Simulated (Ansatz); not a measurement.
# MoH5: the cost of one run

Method: DFT PBE, scalar-relativistic, plane waves, PAW, in Ansatz 0.2.0.

**1. The structure to begin with**

The structure is tetragonal, space group P4/mmm (No. 123). Conventional cell: a = 3.638 Å, b = 3.638 Å, c = 4.204 Å, α = 90.00°, β = 90.00°, γ = 90.00°. Around H (site symmetry mmm) lie 6 H at 1.82 to 1.95 Å. Around H (site symmetry 4mm) lie 1 H at 1.42 Å. H (site symmetry 4/mmm) has 4 H at 1.82 Å and 2 Mo at 2.10 Å in its first shell of neighbours. Mo (site symmetry 4/mmm) has 2 H at 2.10 Å in its first shell of neighbours.

Coordinates:

```cif
data_structure
_symmetry_space_group_name_H-M 'P 1'
_symmetry_Int_Tables_number 1
_cell_length_a 3.6384
_cell_length_b 3.6384
_cell_length_c 4.2039
_cell_angle_alpha 90.000
_cell_angle_beta 90.000
_cell_angle_gamma 90.000
_cell_volume 55.65
loop_
_atom_site_label
_atom_site_type_symbol
_atom_site_fract_x
_atom_site_fract_y
_atom_site_fract_z
_atom_site_occupancy
H1 H 0.00000 0.50000 0.50000 1
H2 H 0.50000 0.00000 0.50000 1
H3 H 0.00000 0.00000 0.66899 1
H4 H 0.00000 0.00000 0.33101 1
H5 H 0.50000 0.50000 0.50000 1
Mo1 Mo 0.50000 0.50000 0.00000 1
```

The cell is invented: random cell by space group and Wyckoff sites (P4/mmm, No. 123). Lengths come from tabulated atomic sizes and are only a guess.

**2. Probe: one point on a coarse mesh**

The input, input.yaml:

```yaml
crystal:
  lattice:
    - [3.63843856, 0.0, 0.0]
    - [0.0, 3.63843856, 0.0]
    - [0.0, 0.0, 4.20390726]
  atoms:
    - { symbol: H, position: [0.0, 0.5, 0.5] }
    - { symbol: H, position: [0.5, 0.0, 0.5] }
    - { symbol: H, position: [0.0, 0.0, 0.66899174] }
    - { symbol: H, position: [0.0, 0.0, 0.33100826] }
    - { symbol: H, position: [0.5, 0.5, 0.5] }
    - { symbol: Mo, position: [0.5, 0.5, 0.0] }
basis:
  ecutwfc: 420
kpoints:
  mp_grid: { grid: [6, 6, 4] }
hamiltonian:
  xc: pbe
scf:
  occupations: { method: gaussian, width: 0.1 }
  lower_state_search: "off"
output:
  forces: true
  stress: true
  eigenvalues: true
```

Command:

```bash
> ansatz run input.yaml --threads 1 --pin off --max-ram 2560MiB --backend cpu --events-out ev --progress --plain --runs-dir out
```

**Question.** How long does this run take on 1 thread of Intel Xeon at 2.50GHz (Skylake/Cascade Lake), shared host, and how much memory does it need?

About 3 s, with a peak of 0.33 GiB.
